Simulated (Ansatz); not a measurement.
# Cl3FSi: the cost of one run

Method: PBE0-D4/def2-TZVP structures, single points in def2-TZVPP, no counterpoise correction; program: Ansatz 0.2.0, Gaussian basis.

Levels: SPW92, PBE-D4, BLYP-D4, r2SCAN-D4, B97M-V, PBE0-D4, B3LYP-D4, r2SCAN0-D4, BHLYP-D4, CAM-B3LYP-D4, wB97X-V, wB97M-V, B2PLYP, PBE-QIDH, RPA on PBE, Hartree-Fock, MP2, CCSD, CCSD(T).

Cores are frozen in the correlated methods. B3LYP uses VWN-RPA correlation. B2PLYP carries no dispersion term here.

94 further runs of the same task are left out: 94 set aside as unsound or not needed.

## Step 1: Where the work starts

The complex: 7 atoms, charge 0, spin multiplicity 1.

Atoms are counted from 1 here; the program's logs count them from 0.

Bond lengths: Si1–F2 1.576 Å, Si1–Cl3 2.014 Å, Si1–Cl4 2.014 Å, Si1–Cl5 2.014 Å, H6–H7 0.746 Å. Angles: F2–Si1–Cl3 108.3°, F2–Si1–Cl4 108.3°, F2–Si1–Cl5 108.3°, Cl3–Si1–Cl4 110.6°, Cl3–Si1–Cl5 110.6°, Cl4–Si1–Cl5 110.6°.

Geometry (Å):

```csv
atom,x (Å),y (Å),z (Å)
Si1,-1.0722,-0.3431,0.2176
F2,-0.1274,0.8297,0.6821
Cl3,-0.0610,-1.4884,-1.0940
Cl4,-1.5940,-1.4152,1.8409
Cl5,-2.7000,0.4633,-0.6523
H6,2.4556,1.0285,-0.3153
H7,3.0990,0.9252,-0.6791
```

Its parts: SiCl3F holds atoms 1, 2, 3, 4, 5; H2 holds atoms 6, 7. Each part counts its atoms afresh in its own runs.

## Step 2: Relaxing SiCl3F alone

relax-a/in.yaml

```yaml
crystal:
  periodic: [false, false, false]
  atoms:
    - {symbol: Si, position_ang: [-1.072210, -0.343078, 0.217632]}
    - {symbol: F, position_ang: [-0.127359, 0.829699, 0.682121]}
    - {symbol: Cl, position_ang: [-0.060969, -1.488441, -1.093970]}
    - {symbol: Cl, position_ang: [-1.593996, -1.415222, 1.840855]}
    - {symbol: Cl, position_ang: [-2.700001, 0.463251, -0.652275]}
basis:
  gaussian: {orbitals: def2-TZVP}
hamiltonian: {xc: pbe0, dispersion: d4}
relax: {f_tol: 0.005, max_steps: 200}
```

On the command line:

```sh
$ ansatz run in.yaml --threads 4 --pin off --events-out ev --progress --plain --max-ram 9574MiB
```

**Question.** How long does this run take on 4 threads of Oxide Virtual Turin-like, shared host?

About 8.5 s.
